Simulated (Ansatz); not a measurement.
# F₂H₄SiSn: basis-set convergence

The task here is to estimate one member of a computed series from the others.

Program: Ansatz 0.2.0, Gaussian basis. Level of theory: one geometry, several basis sets. These are calculated values, not measurements.

Plan: PBE0-D4/def2-SVP; ωB97M-V/def2-SVP; PBE0-D4/def2-QZVPP; ωB97M-V/def2-QZVPP; the functionals' def2-TZVPP values are taken from earlier runs.

**The relaxed structure**

The geometry comes from an earlier relaxation with PBE0-D4 in a triple-zeta def2 set; it is a stationary point, not always the lowest conformer. Sn takes the def2 core potential; no spin-orbit term is included.

8 atoms, charge 0, spin multiplicity 1.

Atoms are counted from 1 here; the program's logs count them from 0.

Bond lengths: F1–Sn2 1.919 Å, Sn2–F3 1.919 Å, Sn2–Si4 2.563 Å, Sn2–H5 1.703 Å, Si4–H6 1.483 Å, Si4–H7 1.481 Å, Si4–H8 1.483 Å. Angles: F1–Sn2–F3 102.5°, F1–Sn2–Si4 107.2°, F1–Sn2–H5 105.1°, F3–Sn2–Si4 107.1°, F3–Sn2–H5 105.1°, Si4–Sn2–H5 127.3°, Sn2–Si4–H6 108.2°, Sn2–Si4–H7 107.6°, Sn2–Si4–H8 108.1°, H6–Si4–H7 111.2°, H6–Si4–H8 110.4°, H7–Si4–H8 111.2°.

The first run:

Contents of in.yaml:

```yaml
crystal:
  periodic: [false, false, false]
  atoms:
    - {symbol: F, position_ang: [1.543125, -1.599172, 1.156654]}
    - {symbol: Sn, position_ang: [1.193834, -0.045221, 0.086245]}
    - {symbol: F, position_ang: [1.792276, -0.595239, -1.652175]}
    - {symbol: Si, position_ang: [-1.351164, 0.229098, -0.044589]}
    - {symbol: H, position_ang: [2.330836, 1.113217, 0.601281]}
    - {symbol: H, position_ang: [-1.854898, 0.539350, 1.315376]}
    - {symbol: H, position_ang: [-1.914048, -1.045854, -0.545443]}
    - {symbol: H, position_ang: [-1.647860, 1.346822, -0.973149]}
basis:
  gaussian: {orbitals: def2-SVP}
hamiltonian: {xc: pbe0, dispersion: d4}
output: {orbitals: {seedname: orbitals}}
```

Launch:

```sh
$ ansatz run in.yaml --threads 4 --pin off --events-out ev --progress --plain --max-ram 10444MiB
```

Steps of the session up to this table: PBE0-D4 in def2-SVP; ωB97M-V in def2-SVP; PBE0-D4 in def2-QZVPP; ωB97M-V in def2-QZVPP.

One table of the session follows, with a row left open; its other results are not shown here.

It belongs to the step «Functionals by basis». 

```
functional       basis  HOMO (eV)
   PBE0-D4    def2-SVP      -8.64
   PBE0-D4  def2-TZVPP      -8.73
   PBE0-D4  def2-QZVPP      -8.73
   ωB97M-V    def2-SVP     -10.64
   ωB97M-V  def2-TZVPP     -10.76
   ωB97M-V  def2-QZVPP          ?
```

Estimate the missing values for ωB97M-V, def2-QZVPP.

**Answer.** HOMO (eV): -10.77. In the column «HOMO (eV)» it is the lowest.
